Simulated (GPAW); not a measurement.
Al2O3:

```
Al O
1.0
     2.37700    1.37236    4.33000
    -2.37700    1.37236    4.33000
     0.00000   -2.74472    4.33000
Al O
4 6
Direct
  0.85228 0.85228 0.85228
  0.64772 0.64772 0.64772
  0.14772 0.14772 0.14772
  0.35228 0.35228 0.35228
  0.05640 0.44360 0.75000
  0.75000 0.05640 0.44360
  0.44360 0.75000 0.05640
  0.94360 0.55640 0.25000
  0.25000 0.94360 0.55640
  0.55640 0.25000 0.94360
```

Program: GPAW 26.7.0. Alike in all runs: no spin polarisation; cell as given; k mesh 4 × 4 × 4; cutoff (eV) 800; smearing fermi-dirac 0.05 eV.

Q: Order these runs on this cell by their band gap on the k mesh, lowest first.
A. level TB-mBJ; potentials or basis GPAW PAW data sets for LDA (gpaw-data 1.2.1), pw
B. level LDA; potentials or basis the program's PAW data sets (release 1.2.1) made for this functional, pw; band path GLB1,BZGX,QFP1Z,LP; band points 80
C. level GLLB-SC; potentials or basis the program's PAW data sets (release 1.2.1) made for this functional, pw

A: B (6.22 eV), C (7.25 eV), A (8.24 eV).

Caveats: a model potential gives levels but no total energy (some runs).

A k mesh can miss the band edges.

Not every run made on this cell is shown here.
